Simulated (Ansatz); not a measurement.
# BaWO4 (I4_1/a) in Ansatz: single point with PBE0

Aim: the single point of BaWO4 with PBE0.

All numbers are computed with Ansatz 0.2.0; they aren't measurements. Logs are shortened: lines on timing, memory, paths and dates and some standing lists are left out, and cuts for length are marked.

**The experiment to reproduce.**

“A combined high-pressure experimental and theoretical study of the electronic band-structure of scheelite-type AWO4 (A = Ca, Sr, Ba, Pb) compounds”, 2011, arxiv:1107.3014 reports, for a bulk crystal of BaWO4 at 300 K: band gap 5 eV (optical).

How close the calculation comes is told below.

## Step 1: Starting point

It takes space group I4_1/a (No. 88, tetragonal). Conventional cell: a = 5.667 Å, b = 5.667 Å, c = 12.739 Å, α = 90.00°, β = 90.00°, γ = 90.00°. W (site symmetry -4) has 4 O at 1.79 Å as nearest neighbours. Ba (site symmetry -4) has 8 O at 2.76 to 2.80 Å as nearest neighbours. O (site symmetry 1) has 1 W at 1.79 Å as nearest neighbours.

The cell is a database's computed one.

## Step 2: Single point, PBE0

input

```
crystal:
  lattice:
    - [-2.833365905, 2.833365905, 6.36926687]
    - [2.833365905, -2.833365905, 6.36926687]
    - [2.833365905, 2.833365905, -6.36926687]
  atoms:
    - { symbol: W, position: [0.0, 0.0, 0.0] }
    - { symbol: W, position: [0.75, 0.25, 0.5] }
    - { symbol: Ba, position: [0.5, 0.5, 0.0] }
    - { symbol: Ba, position: [0.25, 0.75, 0.5] }
    - { symbol: O, position: [0.59785523, 0.20310814, 0.14376005] }
    - { symbol: O, position: [0.79689186, 0.94065191, 0.39474709] }
    - { symbol: O, position: [0.95310814, 0.30934809, 0.10525291] }
    - { symbol: O, position: [0.20409518, 0.84785523, 0.89474709] }
    - { symbol: O, position: [0.54590482, 0.40214477, 0.60525291] }
    - { symbol: O, position: [0.05934809, 0.45409518, 0.85623995] }
    - { symbol: O, position: [0.69065191, 0.79590482, 0.64376005] }
    - { symbol: O, position: [0.15214477, 0.04689186, 0.35623995] }
hamiltonian:
  xc: pbe0
  pseudopotentials: { kind: paw }
kpoints:
  mp_grid: { grid: [6, 6, 6] }
scf:
  occupations: { method: fermi_dirac, width: 0.05 }
output:
  forces: true
  stress: true
  eigenvalues: true
```

Potentials or basis: Ansatz PAW.

The program printed:

```text
Warning: output.stress: scf.convergence.dr2_threshold = 1e-7 eV (the SCF's general default) is looser than the 1.2e-9 eV advised for a printed stress (1e-10 eV for each atom of the cell: 12). What an SCF threshold leaves in a stress goes as its square root, and in the free energy as the threshold itself, and one threshold admits the most on a small cell: of the crystals measured, under no hybrid functional and no lock of the moments, on runs that ended without the residual-converged pass, on stresses that held no estimate of that error, the worst erred by over 100 MPa in a component at 1e-7 eV an atom and by under 5 at 1e-10. Set scf.convergence.dr2_threshold to 1.2e-9 eV or tighter. The threshold is an SCF's pass mark: one that does not reach it within its budget of iterations ends unconverged, or closes short of it on a stop that the run arms, and scf.convergence.dr2_threshold's page says what that costs each kind of run
Warning: output.stress: scf.exx.energy_threshold = 1e-6 eV is looser than the 1.2e-7 eV advised for a stress under a hybrid functional (1e-8 eV for each atom of the cell: 12). Every SCF of the exchange loop can meet its threshold on dr2 while the loop round them stops early: no threshold on dr2 bounds what that leaves in the stress. Set scf.exx.energy_threshold to 1.2e-7 eV or tighter. The threshold is the loop's pass mark: a loop that does not reach it within its budget of cycles ends unconverged, and scf.exx.energy_threshold's page has the law
GPUs: using 1 of 1 available (devices: 1).
Engine: ansatz 0.2.0, x86_64-unknown-linux-gnu
Pseudopotentials: kind: paw
Pseudopotential: W, paw, valence charge 14, recommended cutoff 420 eV (normal), W.paw.azcp
Pseudopotential: Ba, paw, valence charge 10, recommended cutoff 420 eV (normal), Ba.paw.azcp
Pseudopotential: O, paw, valence charge 6, recommended cutoff 420 eV (normal), O.paw.azcp
Functional definition: PBE0
  parameter a = 0.25
  parameter kappa = 0.804
  parameter beta = 0.06672455060314922
  exchange = (1 - a)*pbe_x(kappa = kappa, mu = beta*pi^2/3) + a*exact_x
  correlation = pbe_c(beta = beta)
device memory: the entry about to start is reckoned to put 3.2 GiB on a device that reports 36.8 GiB free (of which the cap on the GPU budget leaves the run 18.0 GiB)
GPU FFT provider: cuFFT
GPU libraries: cuBLAS 13.8.2, cuFFT 12.4.0, cuSOLVER 12.3.4
Crystal: 12 atoms, lattice volume = 204.529 Å³
Basis set: ecut = 420 eV, 4045 PW (Γ), exchange–correlation on 108×108×108 points (8 copies of the dense FFT grid, shifted against one another)
Bands: 60, of which v1, the nominal top of the filled ones, is band 48 counted from 1 (47 counted from 0)
Symmetry: 8 space group operations
Space group: I41/a (ITA 88), of the structure as read, at distance tolerance 5.9e-5 Å
k-points: 36 of 216
Non-local potential: W, projectors of the file, l = 0: 3, l = 1: 2, l = 2: 2, l = 3: 1
Non-local potential: Ba, projectors of the file, l = 0: 3, l = 1: 2, l = 2: 2, l = 3: 2
Non-local potential: O, projectors of the file, l = 0: 2, l = 1: 2, l = 2: 1
PAW form: soft (Blöchl's): semilocal exchange-correlation on the pseudo side does not see the compensation charge
PAW frozen core: W, regenerated for the run's functional, and the local potential with it (the file was generated under x = pbe(κ = 0.804, μ = 0.2195149727645171), c = pbe(β = 0.06672455060314922))
PAW frozen core: Ba, regenerated for the run's functional, and the local potential with it (the file was generated under x = pbe(κ = 0.804, μ = 0.2195149727645171), c = pbe(β = 0.06672455060314922))
PAW frozen core: O, regenerated for the run's functional, and the local potential with it (the file was generated under x = pbe(κ = 0.804, μ = 0.2195149727645171), c = pbe(β = 0.06672455060314922))
PAW one-centre angular grid: W, 590 points (default); XC on 64 Gauss nodes
PAW one-centre angular grid: Ba, 194 points (default); XC on 64 Gauss nodes
PAW one-centre angular grid: O, 110 points (default); XC on 64 Gauss nodes
Initial density: superposition of atomic densities (neutral atoms: chi_scale 0, normalization atom), corrected by the library's trained network
Initial wavefunctions: pseudopotential atomic-orbital guess
GPU buffer pool allocated for 157464 grid points (all kernels)
GPU transforms: local potential and band sums: pruned to the plane-wave sphere, on 54×54×54
Functional: x = pbe(κ = 0.804, μ = 0.2195149727645171), c = pbe(β = 0.06672455060314922), warm-up for x = 0.75 pbe(κ = 0.804, μ = 0.2195149727645171) + 0.25 exact, c = pbe(β = 0.06672455060314922)
SCF iter   1: F=—  HF=-37220.691734 eV  |F-HF|=—  |Δ(HF+E_count)|=         —  Δρ=3.79e-3  dr2=4.48e-2  ethr=1.77e-3  ⟨swp⟩=16.1  Hψ=11625  notcnv=2
[... 43 lines left out ...]
GPU FFT provider: cuFFT
GPU libraries: cuBLAS 13.8.2, cuFFT 12.4.0, cuSOLVER 12.3.4
GPU buffer pool allocated for 157464 grid points (all kernels)
GPU transforms: local potential and band sums: pruned to the plane-wave sphere, on 54×54×54
Exchange kernel: α = 0.2500, full range, Wigner–Seitz truncation, v(0) = 42990.5831 eV·Å³, q-mesh 6×6×6, nearest image of the exchange supercell L = 34.00 Å, pair-density grid 32×32×32, without the augmentation charges, whose exchange is taken in its separable form by FFT convolution over the k-point mesh (sized by the pseudopotential files, 45×45×27 at the most), smooth part of the exact exchange by density-matrix convolution in up to 22.05 GiB of GPU memory as planned if the GPU has room (build and FFT work areas not counted)
Frozen-core exchange: fock
SCF iter   1: F=—  HF=-37223.449764 eV  |F-HF|=—  |Δ(HF+E_count)|=         —  Δρ=3.57e-6  dr2=1.59e-8  ethr=2.25e-10  ⟨swp⟩=9.4  Hψ=5793  notcnv=0
SCF iter   2: F=—  HF=-37223.449764 eV  |F-HF|=—  |Δ(HF+E_count)|=   3.35e-9  Δρ=1.92e-6  dr2=4.10e-9  ethr=1.58e-11  ⟨swp⟩=3.0  Hψ=4099  notcnv=0
SCF iter   3: F=-37223.449764 eV  HF=-37223.449764 eV  |F-HF|=1.01e-9  |Δ(HF+E_count)|=  6.77e-10  Δρ=1.14e-6  dr2=1.37e-9  ethr=3.51e-12  ⟨swp⟩=4.0  Hψ=5540  notcnv=0
SCF 4 converged in 3 iterations: F = -37223.449764 eV  dr2 = 1.37e-9
  Residual-converged pass: ⟨swp⟩=3.6  Hψ=4907  notcnv=0  max |occ|·‖R‖ = 8.8e-7 eV (tolerance 8.9e-7 eV)  dr2=1.39e-9  dr2_onsite=1.84e-10  max |Δocc| = 0.0e0
hybrid outer 3: dexx = +1.251e-9 eV, tail = 3.12e-9 eV, Δε = 6.16e-5 eV (about 2.11e-5 eV left of the loop's levels), ΔF = 7.65e-5 eV/Å (tail 3.02e-4)
hybrid SCF converged: 3 outer / 15 inner (+3 warm-up), last move |dexx| = 1.25e-9 eV, tail = 3.12e-9 eV
Stability not checked: this state was not tested for a lower state beside it, because the functional holds exact exchange (a hybrid, or Hartree-Fock), whose exchange loop this test does not read (fock_operator; see scf.lower_state_search)
Free energy (F): -37223.449764 eV
Frozen-core exchange: fock
Harris-Foulkes:  -37223.449764 eV  (|F-HF|=1.01e-9)
Internal energy: -37223.449764 eV  (E = F + TS)
E sigma→0 (E₀):  -37223.449764 eV
Fermi energy:    7.831147 eV
--- Per-component energies (eV) ---
  E_band       = -962.786330
  E_kinetic    = 2630.821429
  E_local      = -6715.049040  (includes V_loc(G=0)·N_el)
  E_nonlocal   = 488.011751
  E_hartree    = 2476.980984
  E_xc         = -1124.114970
  E_vxc        = -1156.173604  (∫ρ·V_xc dr)
  E_exx        = -312.446387  (= α·E_x^exact, valence–valence)
  E_paw        = -28861.028302  (= ΣΔE_a)
  E_vpaw       = -539.484237  (= ΣTr[D̂ρ^β])
  E_aug_tail   = 0.019265  (compensation charges beyond the density's cutoff)
  E_ewald      = -5800.256147
  E_core_change = -6.388347  (= ΣΔE_core)
  E_smearing   = -0.000000  (= −TS)
  E_closure    = -0.000000  (closes the sum)
  Σ components = -37223.449764   (vs F -37223.449764, Δ=0.00e0)
--- Forces (eV/Å), atoms counted from 1 ---
  atom   1  W      0.00000000     0.00000000     0.00000000
  atom   2  W      0.00000000     0.00000000     0.00000000
  atom   3  Ba     0.00000000     0.00000000     0.00000000
  atom   4  Ba     0.00000000     0.00000000     0.00000000
  atom   5  O      0.34384176     0.62579899    -0.49667812
  atom   6  O      0.62579899    -0.34384176     0.49667812
  atom   7  O     -0.62579899     0.34384176    -0.49667812
  atom   8  O      0.62579899    -0.34384176    -0.49667812
  atom   9  O     -0.62579899     0.34384176     0.49667812
  atom  10  O     -0.34384176    -0.62579899    -0.49667812
  atom  11  O      0.34384176     0.62579899     0.49667812
  atom  12  O     -0.34384176    -0.62579899     0.49667812
  max |Σ_I F_I| component: 2.78e-16 eV/Å
--- Stress (GPa, compression-positive) ---
       -3.284475       0.000000       0.000000
       -0.000000      -3.284475      -0.000000
        0.000000      -0.000000      -3.178259
  P = ⅓ Tr σ = -3.2491 GPa (-32.491 kbar)
--- Band table (eV; the first three rows and the last of 36) ---
  k-point 0: bands = ["-72.2389", "-72.2388", "-35.3016", "-35.3016", "-35.2996", "-35.2996", "-35.2838", "-35.2747", "-21.2569", "-21.1601", "-13.7668", "-13.4076", "-13.2212", "-13.0471", "-13.0471", "-13.0136", "-12.9184", "-12.9184", "-5.5347", "-5.5210", "-5.5210", "-5.2866", "-5.2830", "-5.2830", "0.4801", "0.5852", "0.5852", "0.7048", "0.7263", "1.1197", "1.2385", "1.2927", "1.2927", "1.3137", "1.5252", "1.5447", "2.8702", "2.9969", "2.9969", "3.3616", "3.3997", "3.3997", "3.4569", "3.8181", "3.8181", "4.0459", "4.3005", "4.3005", "11.3489", "11.5683", "11.7846", "11.9387", "12.1010", "12.8061", "12.8061", "13.2477", "13.4435", "13.4435", "13.8566", "14.1299"]
  k-point 1: bands = ["-72.2389", "-72.2388", "-35.3015", "-35.3014", "-35.2999", "-35.2997", "-35.2830", "-35.2752", "-21.2486", "-21.1658", "-13.7819", "-13.4405", "-13.1963", "-13.0496", "-13.0378", "-13.0039", "-12.9366", "-12.9016", "-5.5296", "-5.5157", "-5.5021", "-5.3061", "-5.2835", "-5.2791", "0.4179", "0.4271", "0.6348", "0.8100", "0.9627", "1.0076", "1.1220", "1.2727", "1.2885", "1.3856", "1.5060", "1.7444", "2.7453", "2.8287", "2.9679", "3.3327", "3.4482", "3.5170", "3.6446", "3.7482", "3.8612", "4.0041", "4.1252", "4.2587", "11.4514", "11.6256", "11.7675", "12.0028", "12.5172", "12.7486", "13.0190", "13.1679", "13.3332", "13.5243", "14.0943", "14.2780"]
  k-point 2: bands = ["-72.2389", "-72.2388", "-35.3014", "-35.3011", "-35.3005", "-35.3001", "-35.2811", "-35.2766", "-21.2288", "-21.1821", "-13.7460", "-13.5074", "-13.1283", "-13.0650", "-13.0509", "-12.9762", "-12.9642", "-12.9264", "-5.5329", "-5.4848", "-5.4742", "-5.3621", "-5.3003", "-5.2858", "0.4371", "0.5993", "0.6947", "0.7717", "0.9014", "1.0172", "1.0592", "1.2365", "1.2832", "1.4665", "1.5491", "1.8738", "2.7140", "2.8491", "2.8835", "3.2856", "3.4591", "3.5460", "3.6071", "3.7953", "3.9161", "3.9351", "4.0308", "4.1353", "11.5007", "11.5878", "11.7933", "12.0157", "12.6757", "12.8080", "13.0872", "13.4094", "13.6202", "13.7165", "14.0339", "14.4301"]
  k-point 35: bands = ["-72.2388", "-72.2388", "-35.3029", "-35.3029", "-35.2982", "-35.2982", "-35.2792", "-35.2792", "-21.2081", "-21.2081", "-13.6873", "-13.6873", "-13.0657", "-13.0657", "-13.0113", "-13.0113", "-12.8981", "-12.8981", "-5.4975", "-5.4975", "-5.3999", "-5.3999", "-5.3211", "-5.3211", "0.4942", "0.4942", "0.7067", "0.7067", "0.8523", "0.8523", "1.1042", "1.1042", "1.1723", "1.1723", "2.0121", "2.0121", "2.6176", "2.6176", "2.8424", "2.8424", "3.6120", "3.6120", "3.9816", "3.9816", "4.0354", "4.0354", "4.1870", "4.1870", "11.3132", "11.3132", "11.6260", "11.6260", "12.7191", "12.7191", "13.6707", "13.6707", "13.7364", "13.7364", "13.8584", "13.8584"]
```

Wall time 2.4 min (1 × NVIDIA H100 80GB HBM3 with 2 threads of AMD EPYC 7R13 (Zen 3), shared host); peak memory 11 GiB.

What came out:

```
Free energy            : -37223.4498 eV
Pressure               : -3.2 GPa
Largest force          : 0.870 eV/Å
Band gap on the k mesh : 7.01 eV, indirect (least direct gap 7.05 eV)
```

Forces in eV/Å, atoms in the order of the input:
```
W    0.000  0.000  0.000
W    0.000  0.000  0.000
Ba   0.000  0.000  0.000
Ba   0.000  0.000  0.000
O    0.344  0.626 -0.497
O    0.626 -0.344  0.497
O   -0.626  0.344 -0.497
O    0.626 -0.344 -0.497
O   -0.626  0.344  0.497
O   -0.344 -0.626 -0.497
O    0.344  0.626  0.497
O   -0.344 -0.626  0.497
```

Stress tensor (GPa, compression positive):
```
-3.28  0.00  0.00
 0.00 -3.28  0.00
 0.00  0.00 -3.18
```

Levels at points of the mesh, in eV from the valence-band top:
```tsv
k point	band 45	band 46	band 47	band 48	band 49	band 50	band 51	band 52
(0.00, 0.00, 0.00)	-0.48	-0.25	0.00	0.00	7.05	7.27	7.48	7.64
(0.00, 0.00, -0.50)	-0.34	-0.34	-0.27	-0.27	7.17	7.17	7.64	7.64
(0.00, -0.50, 0.00)	-0.44	-0.39	-0.19	-0.12	7.31	7.40	7.49	7.58
(-0.50, -0.50, -0.50)	-0.27	-0.27	-0.11	-0.11	7.01	7.01	7.33	7.33
```

Caveat: the pressure holds a Pulay correction of +0.3 GPa for the finite cutoff; spin-orbit coupling is left out, which moves the levels of the heavy elements; the PAW data sets come from PBE, with cores solved anew for the run's functional, which leaves a small shift of forces and pressure; the thresholds are loose for stress.

## Step 3: Against experiment

Step 2. A measured gap of BaWO4 is 5 eV (optical; 300 K; “A combined high-pressure experimental and theoretical study of the electronic band-structure of scheelite-type AWO4 (A = Ca, Sr, Ba, Pb) compounds”, 2011, arxiv:1107.3014); the calculated 7.01 eV misses it by +2.01 eV. 2 values of this kind are on record (5 to 5.26 eV); this one was drawn at random. Spin-orbit coupling on Ba, W is left out. The value is that of PBE0 on a finite k mesh, which can miss the band edges, without temperature or zero-point motion. The cell is a database's relaxed one, not the measured one, which moves gaps too.
